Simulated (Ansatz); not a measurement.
Consider an equation of state with a fit of TiO2, space group R-3m (Ansatz 0.2.0 through its Python package).

`tio2_eos.py`:
```python
# -*- coding: utf-8 -*-
"""Equation of state of TiO2."""

import warnings

import ansatz
from ase.eos import EquationOfState
from ase.units import GPa
import numpy as np

config = {
    "xc": "lda",
    "cutoff_ev": 550,
    "kgrid": (8, 8, 8),
}

vectors0 = np.array([
    [1.49733, 0.86448, 6.98154],
    [-1.49733, 0.86448, 6.98154],
    [0.0, -1.72897, 6.98154],
])
sites = [
    ("Ti", (0.0, 0.0, 0.0)),
    ("O", (0.62047, 0.62047, 0.62047)),
    ("O", (0.37953, 0.37953, 0.37953)),
]


def crystal_on(cell):
    crystal = ansatz.Crystal(lattice=ansatz.Lattice.of(cell))
    for symbol, position in sites:
        crystal = crystal.atom(symbol, position)
    return crystal


def main():
    warnings.simplefilter("ignore", ansatz.DeckWarning)

    # uniform scaling of the cell
    volumes, energies = [], []
    for scale in np.linspace(0.9, 1.1, 9):
        cell = vectors0 * scale ** (1 / 3)
        job = (
            crystal_on(cell).calculation()
            .functional(config["xc"])
            .basis(config["cutoff_ev"])
            .occupations(ansatz.OccupationsMethod.FIXED)
            .kpoints(*config["kgrid"])
        )
        rep = job.run().report
        volumes.append(abs(np.linalg.det(cell)) / len(sites))
        energies.append(rep["free_energy_ev"] / len(sites))
        print(f"V = {volumes[-1]:8.4f} A^3/atom  F = {energies[-1]:.5f} eV/atom")

    eos = EquationOfState(volumes, energies, eos="birchmurnaghan")
    v0, e0, bulk = eos.fit()
    print(f"V0 = {v0:.4f} A^3/atom, E0 = {e0:.5f} eV/atom, B = {bulk / GPa:.1f} GPa")
    eos.plot("eos.png")


if __name__ == "__main__":
    main()
```

Estimate the equilibrium volume and the bulk modulus.

A third-order Birch-Murnaghan fit through the 9 points has its minimum at 17.04 Å³ an atom, 5.7 % below the typed cell, with a bulk modulus of 146 GPa and dB/dP = 4.3. From that minimum the energy rises by 17.3 meV an atom on the compressed side and 164.0 meV on the expanded side. The window is off centre, so dB/dP is rough.

What the script printed:

```console
$ python tio2_eos.py
V =  16.2666 A^3/atom  F = -1188.20830 eV/atom
V =  16.7185 A^3/atom  F = -1188.22275 eV/atom
V =  17.1703 A^3/atom  F = -1188.22516 eV/atom
V =  17.6222 A^3/atom  F = -1188.21710 eV/atom
V =  18.0740 A^3/atom  F = -1188.19991 eV/atom
V =  18.5259 A^3/atom  F = -1188.17479 eV/atom
V =  18.9777 A^3/atom  F = -1188.14277 eV/atom
V =  19.4296 A^3/atom  F = -1188.10477 eV/atom
V =  19.8815 A^3/atom  F = -1188.06157 eV/atom
V0 = 17.0400 A^3/atom, E0 = -1188.22561 eV/atom, B = 145.7 GPa
```

What to keep in mind:
- Absolute energies stand on the zero of these potentials, so only differences at equal settings mean something.
- The run is spin-unpolarised.
- Shape and fractional positions are held along the curve, so the bulk modulus is an upper value where they are free to relax.
- This cell is a computed structure, which may not be the phase found in nature.
- Wall time of the script: 26 s on 1 thread of Intel(R) Xeon(R) Processor @ 2.30GHz, with other jobs on the host, peak memory 0.55 GiB.
